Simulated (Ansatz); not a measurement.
This script for a single point in a Gaussian basis of AlH₄NOSn, SMILES [OH][SnH]1[NH][AlH]1 with Ansatz 0.2.0, Python API holds a mistake.

The script reads `alh4nosn.xyz`:
```text
8

O    -0.64530    1.70480   -1.38490
Sn    0.24370    0.98580    0.17070
N     0.81820   -0.93820   -0.29460
Al   -0.50050   -1.40330    0.87780
H    -1.44000    1.11610   -1.58200
H     1.66320    1.89260    0.69100
H     1.76150   -1.11570    0.25040
H    -1.80880   -2.29910    1.21580
```

`energy_alh4nosn.py`:
```python
"""Electronic structure of the AlH4NOSn molecule."""

from dataclasses import dataclass
import sys
import warnings

import ansatz


@dataclass
class RunConfig:
    basis: str = "def2-SVP"
    xc: str = "pbe0"


settings = RunConfig()


def main() -> None:
    warnings.simplefilter("ignore", ansatz.DeckWarning)

    system = ansatz.Crystal.molecule_from_extxyz("alh4nosn.xyz")

    calc = (
        system
        .basis(gaussian=settings.basis)
        .functional(settings.xc)
    )
    print(calc.to_yaml())
    try:
        report = calc.run(threads=1).report
    except ansatz.AnsatzError as error:
        sys.exit(f"{type(error).__name__}: {error}")

    print(f"E = {report['free_energy_ev']:.6f} eV = {report['free_energy_ev'] / 27.211386246:.7f} Ha")
    print("converged:", report["converged"], " doubts:", report["published_state_doubts"] or "none")

    field = report["mean_field"]
    print("<S^2> =", round(abs(field["state"]["spin_squared"]), 4), " relativity:", field["relativity"])
    print("passes:", field["passes"])
    if "symmetry" in field:
        print("occupied orbitals by irrep:", field["symmetry"]["occupied"])


if __name__ == "__main__":
    main()
```

```console
$ python energy_alh4nosn.py
Traceback (most recent call last):
  File "energy_alh4nosn.py", line 46, in <module>
    main()
    ~~~~^^
  File "energy_alh4nosn.py", line 26, in main
    .basis(gaussian=settings.basis)
     ^^^^^
AttributeError: 'Crystal' object has no attribute 'basis'
$ echo $?
1
```

Why does it end like this?

The fault: settings are called on the crystal, without .calculation(). Mended:

```diff
--- before
+++ after
@@ -24,3 +24,3 @@
     calc = (
-        system
+        system.calculation()
         .basis(gaussian=settings.basis)
```

After the fix:

Running `python energy_alh4nosn.py` prints:
```text
crystal:
  periodic: [false, false, false]
  atoms:
    - { symbol: O, position_ang: [-0.6453, 1.7048, -1.3849] }
    - { symbol: Sn, position_ang: [0.2437, 0.9858, 0.1707] }
    - { symbol: "N", position_ang: [0.8182, -0.9382, -0.2946] }
    - { symbol: Al, position_ang: [-0.5005, -1.4033, 0.8778] }
    - { symbol: H, position_ang: [-1.44, 1.1161, -1.582] }
    - { symbol: H, position_ang: [1.6632, 1.8926, 0.691] }
    - { symbol: H, position_ang: [1.7615, -1.1157, 0.2504] }
    - { symbol: H, position_ang: [-1.8088, -2.2991, 1.2158] }
basis:
  gaussian:
    orbitals: def2-SVP
hamiltonian:
  xc: pbe0

E = -16017.150683 eV = -588.6194308 Ha
converged: True  doubts: none
<S^2> = 0.0  relativity: none
passes: {'evaluations': 17, 'products': 13}
occupied orbitals by irrep: [{'A': 27}, {'A': 27}]
```

Notes:
- Total energies depend on the basis set; only differences at equal settings carry meaning.
- The geometry is a force-field or estimated start, not a minimum of this method, and the basis set is short of its limit.
- def2 sets replace the cores of elements past krypton by effective core potentials.
- Hardware and time: 4.4 s on 1 thread of Intel(R) Xeon(R) Platinum 8488C (Sapphire Rapids) (shared host), peak memory 0.25 GiB.

(Lines on the test bed's own set-up are left out of the output.)
